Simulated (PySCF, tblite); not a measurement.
# C6H8ClO2 radical: geometry, infrared bands and EPR parameters

Wanted: the infrared bands and EPR parameters of C6H8ClO2 radical (`O=CO[C@@H]1[CH]C[C@@H]1CCl`), by calculation.

Computed with tblite 0.8.0 and PySCF 2.14.0, with density-fitted response routines of our own, on a single molecule in the gas phase. Atoms count from 0, in the outputs and in this text.

## Step 1: The molecule as given

17 atoms, charge 0, multiplicity 2; geometry from: force field or distance geometry start.

Bonds of the start (Å): O0–C1 1.22, C1–O2 1.34, O2–C3 1.46, C3–C4 1.46, C4–C5 1.47, C5–C6 1.54, C6–C7 1.52, C7–Cl8 1.79, C6–C3 1.55, C1–H9 1.11, C3–H10 1.09, C4–H11 1.07, C5–H12 1.08, C5–H13 1.08, C6–H14 1.09, C7–H15 1.10, C7–H16 1.09.

## Step 2: Geometry optimisation with GFN2-xTB

What the job is given:

```
{"job": {"kind": "relax", "xc": "GFN2-xTB", "basis": "xTB"}, "charge": 0, "multiplicity": 2}
O      2.554300    -1.257500     0.388100
C      2.163700    -0.517000     1.278100
O      1.242300     0.451300     1.188600
C      0.729600     0.670900    -0.156500
C     -0.251300     1.750300    -0.247000
C     -1.156400     0.964400    -1.094700
C     -0.361600    -0.289700    -0.687100
C     -1.030400    -1.197800     0.334800
Cl    -2.396600    -2.065400    -0.422700
H      2.529000    -0.566200     2.330100
H      1.548300     0.836900    -0.859100
H     -0.514500     2.472200     0.503900
H     -1.088400     1.228100    -2.142800
H     -2.193500     1.005000    -0.780200
H     -0.010100    -0.864600    -1.544700
H     -1.429900    -0.647600     1.202200
H     -0.341500    -1.961300     0.699100
```

The run is started by

```
$ OMP_NUM_THREADS=1 python probes_run.py task.json out
```

This one command runs all jobs of the session in turn.

**Question.** This job is followed by: GFN2-xTB harmonic vibrations, gas phase; UKS B3LYP, pcH-1 on C Cl H O, non-relativistic, mean-field spin-orbit, GIAO. What will the session give for the following? strongest single infrared mode (GFN2-xTB); zero-point energy (GFN2-xTB); g(iso) (B3LYP); ⟨S²⟩; largest a(iso); potential on the surface of density 0.002 e/bohr³, 1st and 99th percentile.

As calculated:

| quantity | value |
| --- | --- |
| strongest single infrared mode (GFN2-xTB) | 1788 cm⁻¹, 493 km/mol |
| zero-point energy (GFN2-xTB) | 79.0 kcal/mol |
| g(iso) (B3LYP) | 2.00256 |
| ⟨S²⟩ | 0.754 (exact 0.75) |
| largest a(iso) | 1H on H13, 128.7 MHz |
| potential on the surface of density 0.002 e/bohr³, 1st and 99th percentile | -1.43 V and 1.21 V |

In words: Over 76 steps the energy fell by 0.225 eV; of the close pairs, O0–C1 changed most, 1.222 to 1.195 Å. All 45 modes are real, so the xTB geometry is a minimum. The strongest single mode, at 1788 cm⁻¹, moves mainly C1 and O0. Unscaled tight-binding wavenumbers are off by several per cent, some by more. Its intensities can rank the bands wrongly. C4 carries the largest spin population, 1.00 e. The isotropic g lies 0.2 ppt above the free-electron value. These values are for one conformer; the search (at its own cheap level) found 2 more, at 0.24, 0.94 kcal/mol, and measured spectra average over such forms.
